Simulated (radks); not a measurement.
**Valence configurations of Tb⁺**

The task here is to estimate one member of a computed series from the others.

The numbers are computed with radks (a radial shooting solver on a logarithmic mesh, Libxc functionals) version 1 (scalar-relativistic Kohn-Sham, PBE, spin-polarised, spherical densities, finite nucleus; open shells are filled with parallel spins first), except any that are marked as measured or tabulated.

**Starting point**

```
element            : terbium (Z = 65)
charge             : +1
electrons          : 64
configuration      : [Xe] 4f9 6s1
nuclear rms radius : 5.06 fm
others tried       : 4f8 5d1 6s1; 4f9 5d1; 4f8 6s2; 4f7 6s1 6p2; 4f10; 4f8 5d1 6p1; 4f7 5d1 6s2; 4f8 6s1 6p1; 4f6.5 6s1.5 6p2
```

Outer shells as boxes (Hund's rule):

Tb⁺
```
[Xe] core
4f [↑↓][↑↓][↑ ][↑ ][↑ ][↑ ][↑ ]
6s [↑ ]
```

The first run:

Settings of this run:

```text
Z 65
configuration [Xe] 4f9 6s1
relativity scalar-relativistic
functional pbe,pbe
spin polarised
nucleus finite rms 5.06 fm
c 137.035999084
```

Steps of the session up to this table: [Xe] 4f9 6s1.

One of the session's tables, all rows but one given; the rest of the session is left out.

It belongs to the step «[Xe] 4f9 6s1». From the orbitals of this run (lengths in bohr):

| level | <r> | outermost maximum (interpolated) | 90 % within | nodes |
| --- | --- | --- | --- | --- |
| 5s up | 1.321 | 1.18 | 1.91 | 4 |
| 5s down | 1.335 | 1.19 | 1.93 | 4 |
| 5p up | 1.561 | 1.34 | 2.30 | 3 |
| 5p down | 1.583 | 1.36 | 2.33 | 3 |
| 4f up | 0.8857 | 0.555 | 1.55 | 0 |
| 6s up | 3.720 | 3.27 | 5.40 | 5 |
| 6s down | ? | ? | ? | ? |
| 4f down | 0.9394 | 0.557 | 1.68 | 0 |

Estimate the missing values for 6s down.

**Answer.** <r>: 3.711; outermost maximum (interpolated): 3.28; 90 % within: 5.37; nodes: 5. In the column «<r>» it lies between 5p down (1.583) and 6s up (3.720).
